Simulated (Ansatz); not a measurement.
# C4H4O3: up Jacob's ladder to CCSD(T)

Aim: compute C4H4O3 with functionals from several rungs and with coupled cluster. The yardstick is the atomisation energy at the CCSD(T) limit.

Computed with Ansatz 0.2.0, Gaussian basis. Level: functionals in def2-TZVPP, the program's frozen cores in correlated methods.

The runs, in order: LDA (SPW92), PBE-D4, revPBE-D4, BLYP-D4, r2SCAN-D4, B97M-V, PBE0-D4, B3LYP-D4, r2SCANh-D4, r2SCAN0-D4, HSE06-D4, BHLYP-D4, CAM-B3LYP-D4, LC-ωPBE, ωB97X-V, ωB97M-V, B2PLYP, PBE-QIDH; CCSD(T)/def2-SVP; CCSD(T)/def2-TZVPP; MP2/def2-QZVPP; extrapolation to the limit; RPA on PBE.

## 1. The geometry

An earlier PBE0-D4 in a triple-zeta def2 set relaxation fixed the geometry.

SMILES `C#COC(=O)OC`, 11 atoms, charge 0, spin multiplicity 1.

Atoms are counted from 1 here; the program's logs count them from 0.

Bond lengths: C1–C2 1.195 Å, C1–H8 1.063 Å, C2–O3 1.305 Å, O3–C4 1.374 Å, C4–O5 1.188 Å, C4–O6 1.316 Å, O6–C7 1.429 Å, C7–H9 1.087 Å, C7–H10 1.090 Å, C7–H11 1.090 Å. Angles: C2–C1–H8 179.0°, C1–C2–O3 175.7°, C2–O3–C4 117.0°, O3–C4–O5 125.3°, O3–C4–O6 106.1°, O5–C4–O6 128.7°, C4–O6–C7 114.3°, O6–C7–H9 105.5°, O6–C7–H10 110.3°, O6–C7–H11 110.3°, H9–C7–H10 110.6°, H9–C7–H11 110.6°, H10–C7–H11 109.4°.

## 2. LDA

This LDA is Slater exchange with PW92 correlation.

Input file in.yaml:

```yaml
crystal:
  periodic: [false, false, false]
  atoms:
    - {symbol: C, position_ang: [-1.514779, -2.072111, 2.216956]}
    - {symbol: C, position_ang: [-1.007637, -1.662924, 1.215778]}
    - {symbol: O, position_ang: [-0.469488, -1.305198, 0.082362]}
    - {symbol: C, position_ang: [0.003153, -0.018408, -0.004482]}
    - {symbol: O, position_ang: [-0.040467, 0.788722, 0.866503]}
    - {symbol: O, position_ang: [0.493089, 0.108418, -1.219345]}
    - {symbol: C, position_ang: [1.038840, 1.397960, -1.502124]}
    - {symbol: H, position_ang: [-1.963328, -2.420369, 3.115330]}
    - {symbol: H, position_ang: [1.398947, 1.342298, -2.525961]}
    - {symbol: H, position_ang: [0.269033, 2.163918, -1.406534]}
    - {symbol: H, position_ang: [1.857941, 1.620592, -0.818083]}
basis:
  gaussian: {orbitals: def2-TZVPP}
hamiltonian: {xc: lda}
output: {orbitals: {seedname: orbitals}}
```

Further steps of the session: PBE-D4 (GGA); revPBE-D4 (GGA); BLYP-D4 (GGA); r2SCAN-D4 (meta-GGA); B97M-V (meta-GGA); PBE0-D4 (hybrid); B3LYP-D4 (hybrid); r2SCANh-D4 (hybrid); r2SCAN0-D4 (hybrid); HSE06-D4 (hybrid); BHLYP-D4 (hybrid); CAM-B3LYP-D4 (range-separated); LC-ωPBE-D4 (range-separated); ωB97X-V (range-separated); ωB97M-V (range-separated); B2PLYP (double hybrid); PBE-QIDH (double hybrid); CCSD(T) in def2-SVP; CCSD(T) in def2-TZVPP; MP2 in def2-QZVPP; RPA on PBE orbitals.

Q: Predict the results of all the runs planned. Wanted: atomisation energy, CCSD(T)/CBS; farthest beyond LDA; mean size of error, GGA; mean size of error, meta-GGA; mean size of error, hybrid; mean size of error, range-separated; mean size of error, double hybrid; gap, smallest and largest; T1 diagnostic.

The runs gave:

| quantity | value |
| --- | --- |
| atomisation energy, CCSD(T)/CBS | 4860.7 kJ/mol |
| functionals within 24.3 kJ/mol (0.5 %) | B97M-V, B3LYP-D4, r2SCANh-D4, ωB97X-V, PBE-QIDH |
| farthest beyond LDA | BHLYP-D4 (-245.8 kJ/mol) |
| mean size of error, GGA | 124.2 kJ/mol |
| mean size of error, meta-GGA | 29.6 kJ/mol |
| mean size of error, hybrid | 80.8 kJ/mol |
| mean size of error, range-separated | 28.8 kJ/mol |
| mean size of error, double hybrid | 20.4 kJ/mol |
| gap, smallest and largest | 5.42 eV (LDA (SPW92)), 13.17 eV (LC-ωPBE) |
| T1 diagnostic | 0.0144 |
| triples share of the correlation energy | 4.3 % |

In words: The LDA atomisation energy is off by 963.2 kJ/mol (20 %): it overbinds. PBE-D4 misses by +241.7 kJ/mol. Double hybrids carry the basis error of their MP2 part in triple zeta, and no dispersion term here, so their miss is partly the set-up's. Taken by rung, double hybrid functionals do best (20.4 kJ/mol on average) and GGA ones worst beyond LDA (124.2 kJ/mol). The gap between the best rungs is small, so their order is not settled. The reference freezes the cores and leaves out relativity and excitations past (T), so misses under about 24.3 kJ/mol can't be ranked. Hartree-Fock recovers 68 % of the binding; the rest is correlation. CCSD(T) in def2-SVP is off by -224.8 kJ/mol, which most functionals beat. Orbital gaps span 5.4 to 13.2 eV; exact exchange widens them.
